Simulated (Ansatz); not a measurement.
## AlCo, space group Pm-3m: the spin response to a magnetic field

Computed with Ansatz 0.2.0 through its Python package.

`alco.py`:
```python
'''Response of the spins of AlCo to a Zeeman field.'''

import warnings

import ansatz as az
import numpy as np
import pandas as pd

config = {
    'mesh': (9, 9, 9),
    'cutoff': 470,
    'smearing': 'cold',
    'width_ev': 0.1,
    'tolerance': 1e-07,
    'xc': 'pbe',
}


def main() -> None:
    warnings.simplefilter('ignore', az.DeckWarning)

    lattice = az.Lattice.of(
        (2.819403, 0.0, 0.0),
        (0.0, 2.819403, 0.0),
        (0.0, 0.0, 2.819403),
    )
    sites = [
        ('Al', (0.0, 0.0, 0.0)),
        ('Co', (0.5, 0.5, 0.5)),
    ]
    alco = az.Crystal(lattice=lattice)
    for symbol, position in sites:
        alco = alco.atom(symbol, position)
    alco = alco.moments(Co=2.5)

    job = (
        alco.calculation()
        .kpoints(mesh=config['mesh'])
        .basis(config['cutoff'])
        .occupations(config['smearing'], width=config['width_ev'])
        .scf(tolerance=config['tolerance'])
        .functional(config['xc'])
        .spin('collinear')
    )
    # the field acts on the spins alone; such large fields lift the response over the noise
    rows = []
    for tesla in [-200, 0, 200]:
        summary = (job.magnetic_field(tesla) if tesla else job).run(threads=1).report
        rows.append((tesla, summary['magnetization_mub'], summary['free_energy_ev'], summary['components'].get('e_zeeman', 0.0)))
    print(pd.DataFrame(rows, columns=['B (T)', 'moment muB', 'F eV', 'Zeeman term eV']).round(4).to_string(index=False))
    slope = np.polyfit([row[0] for row in rows], [row[1] for row in rows], 1)[0]
    print(f'dM/dB = {1000 * slope:.4f} muB per 1000 T per cell')


if __name__ == '__main__':
    main()
```

```console
$ python alco.py
RunWarning: the starting moments were not kept: the SCF closed with an absolute magnetisation of 1.5e-2 μB, where they sum to 2.5 μB in size (1 site). That is at most 0.1 of that sum. The system's [...]
 B (T)  moment muB       F eV  Zeeman term eV
  -200     -0.0111 -5664.8284         -0.0001
     0      0.0000 -5664.8283          0.0000
   200      0.0111 -5664.8284         -0.0001
dM/dB = 0.0556 muB per 1000 T per cell
```
(Warnings from the package without file and line, shortened, repeats left out.)

Reading the output:
- Total energies depend on the potentials; only differences at equal settings carry meaning. A total without «per atom» is that of the cell as typed.
- The SCF didn't keep the moments it started from (some shrank, vanished or turned); what is printed is the state reached.
- The mesh is modest for a metal, so energies can be off by several to tens of meV an atom and pressures by half a GPa or more; differences at equal mesh fare better.
- This cell is a computed structure, which may not be the phase found in nature.
- Orbital magnetism is left out. The response of a metal hangs strongly on mesh and smearing, and a straight-line fit holds only where the moment is linear in the field.
- The script silences the warnings on its input, which a real study should read.
- The whole script took 5 s on 1 thread of INTEL(R) XEON(R) PLATINUM 8581C CPU @ 2.30GHz (Emerald Rapids), with other jobs on the host, peak memory 0.43 GiB.

(Lines on the test bed's own set-up are left out of the output.)
